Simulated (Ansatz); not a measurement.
**C₃H₄ClSi radical: one species, many methods**

An exercise on one series of results from a longer session: the logs are not shown, and one member is left open.

Computed with Ansatz 0.2.0, Gaussian basis. Level: functionals in def2-TZVPP, the program's frozen cores in correlated methods.

Levels to be run: LDA (SPW92), PBE-D4, revPBE-D4, BLYP-D4, r2SCAN-D4, B97M-V, PBE0-D4, B3LYP-D4, r2SCANh-D4, r2SCAN0-D4, HSE06-D4, BHLYP-D4, CAM-B3LYP-D4, LC-ωPBE, ωB97X-V, ωB97M-V, B2PLYP, PBE-QIDH; CCSD(T)/def2-SVP; CCSD(T)/def2-TZVPP; MP2/def2-QZVPP; extrapolation to the limit; RPA on PBE.

## The relaxed structure

All runs share one geometry, relaxed beforehand with PBE0-D4 in a triple-zeta def2 set.

SMILES `[C]#C[SiH](C)Cl`, 9 atoms, charge 0, spin multiplicity 2.

Atoms are counted from 1 here; the program's logs count them from 0.

Bond lengths: C1–C2 1.212 Å, C2–Si3 1.826 Å, Si3–C4 1.851 Å, Si3–Cl5 2.054 Å, Si3–H6 1.479 Å, C4–H7 1.093 Å, C4–H8 1.092 Å, C4–H9 1.092 Å. Angles: C1–C2–Si3 177.4°, C2–Si3–C4 110.2°, C2–Si3–Cl5 108.0°, C2–Si3–H6 108.1°, C4–Si3–Cl5 110.0°, C4–Si3–H6 112.8°, Cl5–Si3–H6 107.5°, Si3–C4–H7 109.9°, Si3–C4–H8 110.4°, Si3–C4–H9 110.5°, H7–C4–H8 108.7°, H7–C4–H9 108.6°, H8–C4–H9 108.7°.

Set-up of the first run:

The input, in.yaml:

```yaml
crystal:
  periodic: [false, false, false]
  atoms:
    - {symbol: C, position_ang: [2.706567, -1.363582, 0.002669]}
    - {symbol: C, position_ang: [1.791478, -0.572803, -0.082278]}
    - {symbol: Si, position_ang: [0.377367, 0.581197, -0.146699]}
    - {symbol: C, position_ang: [-1.186786, -0.296413, 0.309828]}
    - {symbol: Cl, position_ang: [0.241499, 1.310621, -2.061506]}
    - {symbol: H, position_ang: [0.675087, 1.724079, 0.744325]}
    - {symbol: H, position_ang: [-1.108745, -0.693567, 1.324994]}
    - {symbol: H, position_ang: [-2.034885, 0.390227, 0.266127]}
    - {symbol: H, position_ang: [-1.372979, -1.126156, -0.374558]}
basis:
  gaussian: {orbitals: def2-TZVPP}
magnetization: {spin_polarized: true, initial_magnetization: 1}
hamiltonian: {xc: lda}
output: {orbitals: {seedname: orbitals}}
```

On the command line:

```bash
$ ansatz run in.yaml --threads 4 --pin off --events-out ev --progress --plain --max-ram 10444MiB
```

Among the steps run: LDA; PBE-D4 (GGA); revPBE-D4 (GGA); BLYP-D4 (GGA); r2SCAN-D4 (meta-GGA); B97M-V (meta-GGA); PBE0-D4 (hybrid); B3LYP-D4 (hybrid); r2SCANh-D4 (hybrid); r2SCAN0-D4 (hybrid); HSE06-D4 (hybrid); BHLYP-D4 (hybrid); CAM-B3LYP-D4 (range-separated); LC-ωPBE (range-separated); ωB97X-V (range-separated); ωB97M-V (range-separated); B2PLYP (double hybrid); PBE-QIDH (double hybrid).

One table of the session follows, with a row left open; its other results are not shown here.

It belongs to the step «Orbital energies across the functionals». 

| functional | HOMO (eV) | LUMO (eV) | gap (eV) |
| --- | --- | --- | --- |
| LDA (SPW92) | -7.31 | -6.76 | 0.54 |
| PBE-D4 | ? | ? | ? |
| revPBE-D4 | -7.14 | -6.04 | 1.10 |
| BLYP-D4 | -7.05 | -6.35 | 0.69 |
| r2SCAN-D4 | -7.44 | -5.45 | 1.99 |
| B97M-V | -7.45 | -6.01 | 1.44 |
| PBE0-D4 | -8.44 | -4.87 | 3.57 |
| B3LYP-D4 | -8.22 | -5.49 | 2.72 |
| r2SCANh-D4 | -7.90 | -4.99 | 2.91 |
| r2SCAN0-D4 | -8.59 | -4.32 | 4.27 |
| HSE06-D4 | -8.03 | -5.27 | 2.77 |
| BHLYP-D4 | -9.54 | -3.81 | 5.73 |
| CAM-B3LYP-D4 | -9.82 | -3.98 | 5.84 |
| LC-ωPBE | -11.23 | -2.14 | 9.09 |
| ωB97X-V | -10.84 | -3.05 | 7.80 |
| ωB97M-V | -10.67 | -3.06 | 7.60 |

Q: Estimate the row for PBE-D4 from the others.

The run gave: HOMO (eV): -7.20; LUMO (eV): -6.22; gap (eV): 0.98. In the column «HOMO (eV)» it lies between LDA (SPW92) (-7.31) and revPBE-D4 (-7.14).
